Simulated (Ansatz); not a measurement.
**Ni (Nickel): how the settings move a single-point run**

How sensitive is a single-point run of Ni (Nickel) to its settings? A reference run comes first, then one run with altered input.

Program: Ansatz 0.2.0. Level of theory: reference: DFT, LDA, all-electron PAW with datasets made for the crystal, scalar-relativistic. These are calculated values, not measurements.

### Step 1. The starting structure

It takes space group Fm-3m (No. 225, cubic). Conventional cell: a = 3.524 Å, b = 3.524 Å, c = 3.524 Å, α = 90.00°, β = 90.00°, γ = 90.00°. Ni (site symmetry m-3m) has 12 Ni at 2.49 Å as nearest neighbours.

Structure file:

```cif
data_structure
_symmetry_space_group_name_H-M 'Fm-3m'
_symmetry_Int_Tables_number 225
_cell_length_a 3.5239
_cell_length_b 3.5239
_cell_length_c 3.5239
_cell_angle_alpha 90.000
_cell_angle_beta 90.000
_cell_angle_gamma 90.000
_cell_volume 43.76
loop_
_atom_site_label
_atom_site_type_symbol
_atom_site_symmetry_multiplicity
_atom_site_Wyckoff_symbol
_atom_site_fract_x
_atom_site_fract_y
_atom_site_fract_z
_atom_site_occupancy
Ni1 Ni 4 a 0.00000 0.00000 0.00000 1
```

### Step 2. The reference run

File input.yaml:

```yaml
crystal:
  lattice:
    - [3.52387, 0.0, 0.0]
    - [0.0, 3.52387, 0.0]
    - [0.0, 0.0, 3.52387]
  atoms:
    - { symbol: Ni, position: [0.0, 0.0, 0.0], spin: 0.6 }
    - { symbol: Ni, position: [0.5, 0.5, 0.0], spin: 0.6 }
    - { symbol: Ni, position: [0.5, 0.0, 0.5], spin: -0.6 }
    - { symbol: Ni, position: [0.0, 0.5, 0.5], spin: -0.6 }
magnetization:
  spin_polarized: true
kpoints:
  mp_grid: { grid: [9, 9, 9] }
scf:
  occupations: { method: fermi_dirac, width: 0.1 }
  lower_state_search: "off"
hamiltonian:
  xc: lda
  pseudopotentials: { kind: all_electron, datasets: crystal }
output:
  forces: true
  stress: true
  eigenvalues: true
```

On the command line:

```sh
$ ansatz run input.yaml --threads 2 --pin off --max-ram 6144MiB --backend cpu --events-out ev --progress --plain --runs-dir out
```

### Step 3. Variant: xc pbesol

Changes to input.yaml since step 2:

```diff
@@ -18,3 +18,3 @@
 hamiltonian:
-  xc: lda
+  xc: pbesol
   pseudopotentials: { kind: all_electron, datasets: crystal }
```

**Question.** What will these runs give? Wanted: for each run, ending; energy change; pressure; gap; force.

The runs gave:

```tsv
run	ending	energy change	pressure (GPa)	gap (eV)	force (eV/Å)	cycles	time
reference	converged	-	-18.4	0.00	0.00	20	44 s
1: xc pbesol	converged	not comparable	-11.2	0.00	0.00	21	47 s
```

Residual by cycle in the longest SCF loop of each run; runs are numbered as in the table. The quantity is the density residual dr2, in eV.

```tsv
cycle	reference	run 1
1	19.4	18.4
3	1.78	1.89
5	0.00486	0.00783
6	0.00438	0.00446
8	2.5e-5	3.1e-5
10	5.1e-6	4.2e-6
12	5.2e-4	0.00251
14	5.2e-5	1.4e-4
16	5.9e-7	1.3e-6
17	3.3e-7	5.9e-9
19	3.2e-9	2.2e-7
21	-	1.9e-10
```

After a change of functional the difference of the totals has no physical meaning; the pressure goes from -18.4 to -11.2 GPa. At this fixed cell a higher pressure means that this functional prefers a larger volume than the reference. The structure is not at rest: the sound run finds -18 GPa, so these are no properties of the relaxed crystal. 
